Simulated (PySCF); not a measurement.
# [GeH3]-: structure of the triplet

Where does triplet [GeH3]- go from a trigonal pyramidal start, is the end point a minimum, and what are its modes, charges and moments?

Computed with PySCF 2.14.0. Level: PBE0, basis Ge def2-TZVPD, H def2-TZVPD, no relativity, density fitting.

## (1) Starting geometry

4 atoms, charge -1, spin multiplicity 3.

Bond lengths: Ge1–H2 1.530 Å, Ge1–H3 1.530 Å, Ge1–H4 1.530 Å. Angles: H2–Ge1–H3 99.8°, H2–Ge1–H4 99.8°, H3–Ge1–H4 99.8°.

```xyz
4
charge -1 multiplicity 3
Ge    0.0000    0.0000   -0.0282
H     1.3509    0.0000    0.6901
H    -0.6755    1.1699    0.6901
H    -0.6754   -1.1699    0.6901
```

## (2) Relaxation: trigonal pyramidal start, triplet

One driver script runs all steps and calls PySCF; scf.py shows how it sets up the SCF of each step. The optimiser is the driver's own. Before each start the driver seeks the lowest SCF state from one or more starting densities and follows internal instabilities, so scf.py alone need not reach the same state.

The program finds C3v symmetry in the start, which this walk keeps. Threshold on the gradient: 0.0003 Eh/bohr, with a further test on the energy change.

Input file scf.py:

```python
from pyscf import gto, scf, dft
mol = gto.M(atom='''
Ge    -0.000000    -0.000000    -0.028225
H      1.350909     0.000022     0.690074
H     -0.675472     1.169911     0.690075
H     -0.675436    -1.169932     0.690076''',
    basis={'Ge': 'def2-TZVPD', 'H': 'def2-TZVPD'},
    charge=-1, spin=2)
mf = dft.UKS(mol, xc='PBE0')
mf.grids.atom_grid = (50, 194)
aux = {'Ge': 'def2-universal-JKFIT', 'H': 'def2-universal-JKFIT'}
mf = mf.density_fit(auxbasis=aux)
mf.kernel()
```

Further steps of the session: Is it a minimum? Harmonic modes; Downhill along the imaginary mode; Is it a minimum? Harmonic modes.

Q: Predict the outcome of this session. Wanted: minimum; geometry; wavenumbers; dipole moment; highest occupied, lowest empty level; polar-tensor charge of Ge1; zero-point energy; ⟨S²⟩.

The runs gave:

| quantity | value |
| --- | --- |
| minimum | triplet, C2v |
| geometry | Ge–H 1.589 Å, Ge–H 1.734 Å (×2); H–Ge–H 95.5° (×2), H–Ge–H 168.9° |
| wavenumbers (cm⁻¹) | 591 (a1), 627 (b1), 873 (b2), 1052 (b2), 1396 (a1), 1881 (a1) |
| dipole moment (centre of mass) | 0.44 D |
| highest occupied, lowest empty level (either spin) | 1.17, 3.84 eV |
| polar-tensor charge of Ge1 | +0.17 e |
| zero-point energy | 38.4 kJ/mol |
| entropy at 298.15 K | 240.0 J/(mol K) |
| ⟨S²⟩ | 2.010 |

The trigonal pyramidal start (C3v) ends in a minimum of C2v symmetry, after a stop at a second-order saddle point 26.0 kJ/mol higher, from which it was pushed off along an imaginary mode. The strongest infrared band lies at 1052 cm⁻¹ (b2, stretch). Most of the spin sits on Ge1 (Mulliken spin 1.53, against 2 for the whole molecule). Other starts or spin states, not run here, may lie lower. A highest occupied level above zero is common for anions with such functionals; it warns that the extra electron is poorly described.
